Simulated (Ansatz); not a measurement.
MgTi: equation of state with PBE+D4

Crystal: MgTi.

```
CELL_PARAMETERS angstrom
2.85111 0.00611 0.03033
-1.42026 2.49370 -0.01961
0.05512 -0.00932 5.36027
ATOMIC_POSITIONS crystal
Ti 0.66667 0.33333 0.50000
Mg 0.00000 0.00000 0.00000
```

The cell comes from a database or a generator and needn't be the stable form of this composition.

```json
{
  "Program": "Ansatz 0.2.0",
  "Task": "equation of state",
  "Functional": "PBE",
  "Dispersion": "D4",
  "Potentials or basis": "all-electron LAPW, scalar-relativistic",
  "Basis error allowed": "0.001 eV/atom",
  "k mesh": "11 × 11 × 5",
  "Occupations": "methfessel-paxton, width 0.1 eV",
  "Spin": "no spin polarisation"
}
```

The equilibrium volume is 18.88 Å³/atom. The bulk modulus at fixed shape and positions is 69 GPa and the pressure derivative of the bulk modulus is 3.7.

Energy against volume, from the lowest point:
| volume (Å³/atom) | energy (meV/atom) |
| --- | --- |
| 17.932 | 10.70 |
| 18.313 | 3.44 |
| 18.695 | 0.00 |
| 19.076 | 0.04 |
| 19.458 | 3.23 |
| 19.839 | 9.30 |
| 20.221 | 17.97 |

All runs of the series together: 6.9 min on 1 thread of Intel(R) Xeon(R) Processor @ 2.70GHz, on a shared host.

Caveat: the cell was scaled at fixed shape and fractional positions, which overstates the stiffness of a crystal with free parameters, most of all of layers and chains.
